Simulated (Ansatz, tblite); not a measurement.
# Ga(PH3)Cl3 (Cl₃GaH₃P): rung by rung

An exercise on one series of results from a longer session: the logs are not shown, and one member is left open.

Computed with Ansatz 0.2.0, Gaussian basis. Level: as each input shows.

Plan: GFN1-xTB, GFN2-xTB, PBE-D4/def2-TZVP, r2SCAN-D4/def2-TZVP, LC-ωPBE/def2-TZVP, BHLYP-D4/def2-TZVP, HSE06-D4/def2-TZVP, PBE-D4/def2-SVP, PBE0-D4/def2-SVP, HF/6-31G, B3LYP-D4/6-31G, CCSD(T)/def2-TZVP, RPA/def2-TZVP.

2 further runs of the same task are left out: 2 set aside as unsound or not needed.

## The structure

The singlet was relaxed beforehand with r2SCAN-D4/def2-SVP.

8 atoms, charge 0, spin multiplicity 1.

Bond lengths: Ga1–P2 2.488 Å, Ga1–Cl6 2.161 Å, Ga1–Cl7 2.160 Å, Ga1–Cl8 2.161 Å, P2–H3 1.416 Å, P2–H4 1.416 Å, P2–H5 1.416 Å. Angles: P2–Ga1–Cl6 99.6°, P2–Ga1–Cl7 100.4°, P2–Ga1–Cl8 99.8°, Cl6–Ga1–Cl7 117.1°, Cl6–Ga1–Cl8 117.0°, Cl7–Ga1–Cl8 117.1°, Ga1–P2–H3 117.5°, Ga1–P2–H4 117.0°, Ga1–P2–H5 117.7°, H3–P2–H4 100.5°, H3–P2–H5 100.5°, H4–P2–H5 100.5°.

As a file:

| atom | x (Å) | y (Å) | z (Å) |
| --- | --- | --- | --- |
| Ga1 | -0.00630 | 0.01088 | -1.34880 |
| P2 | 0.00162 | -0.00465 | 1.13948 |
| H3 | 0.70224 | 1.03518 | 1.79831 |
| H4 | 0.56606 | -1.13822 | 1.77374 |
| H5 | -1.24858 | 0.06572 | 1.80150 |
| Cl6 | 2.12309 | -0.01188 | -1.71795 |
| Cl7 | -1.05011 | 1.86501 | -1.72256 |
| Cl8 | -1.08802 | -1.82204 | -1.72372 |

PBE0-D4/def2-TZVP was run before; its log isn't repeated, and its numbers join the tables.

Set-up of the first run:

Tight binding, by tblite at 300 K electronic temperature and without a spin-polarisation term:

```python
tblite.interface.Calculator('GFN1-xTB', numbers, positions, charge=0, uhf=0).singlepoint()
```

Tight binding, by tblite at 300 K electronic temperature and without a spin-polarisation term:

```python
tblite.interface.Calculator('GFN2-xTB', numbers, positions, charge=0, uhf=0).singlepoint()
```

start.molden holds the orbitals of an earlier run on this state, given as this run's starting guess.

Contents of in.yaml:

```yaml
crystal:
  periodic: [false, false, false]
  atoms:
    - {symbol: Ga, position_ang: [-0.006298, 0.010884, -1.348801]}
    - {symbol: P, position_ang: [0.001624, -0.004648, 1.139480]}
    - {symbol: H, position_ang: [0.702236, 1.035182, 1.798307]}
    - {symbol: H, position_ang: [0.566064, -1.138224, 1.773738]}
    - {symbol: H, position_ang: [-1.248582, 0.065721, 1.801503]}
    - {symbol: Cl, position_ang: [2.123090, -0.011883, -1.717949]}
    - {symbol: Cl, position_ang: [-1.050111, 1.865007, -1.722559]}
    - {symbol: Cl, position_ang: [-1.088023, -1.822040, -1.723719]}
basis:
  gaussian: {orbitals: def2-TZVP, initial_orbitals: start.molden}
hamiltonian: {xc: pbe, dispersion: d4}
scf: {omitted_lower_state_checks: [starts]}
output: {orbitals: {seedname: orbitals}}
```

Command:

```sh
ansatz run in.yaml --threads 2 --pin off --events-out ev --progress --plain --max-ram 32768MiB --backend cpu
```

Steps of the session up to this table: PBE-D4/def2-TZVP; r2SCAN-D4/def2-TZVP; LC-ωPBE/def2-TZVP; BHLYP-D4/def2-TZVP; HSE06-D4/def2-TZVP; PBE-D4/def2-SVP; PBE0-D4/def2-SVP; HF/6-31G; B3LYP-D4/6-31G; CCSD(T)/def2-TZVP; RPA/def2-TZVP.

One of the session's tables, all rows but one given; the rest of the session is left out.

It belongs to the step «Binding energy». 

| method | binding an atom (eV) |
| --- | --- |
| HF/6-31G | 1.707 |
| HF/def2-TZVP | 2.085 |
| PBE-D4/def2-SVP | 2.849 |
| PBE-D4/def2-TZVP | 2.841 |
| r2SCAN-D4/def2-TZVP | 2.860 |
| B3LYP-D4/6-31G | 2.554 |
| PBE0-D4/def2-SVP | 2.825 |
| PBE0-D4/def2-TZVP | 2.827 |
| HSE06-D4/def2-TZVP | 2.829 |
| BHLYP-D4/def2-TZVP | 2.766 |
| LC-ωPBE/def2-TZVP | 2.780 |
| MP2/def2-TZVP | 2.781 |
| CCSD/def2-TZVP | ? |
| CCSD(T)/def2-TZVP | 2.734 |

**Question.** Estimate the row for CCSD/def2-TZVP.

**Answer.** binding an atom (eV): 2.685. In the column «binding an atom (eV)» it lies between B3LYP-D4/6-31G (2.554) and CCSD(T)/def2-TZVP (2.734).

Caveats from the session: Free atoms were run apart at each level; binding is atoms less cluster, divided by the number of atoms, without zero-point or spin-orbit terms.
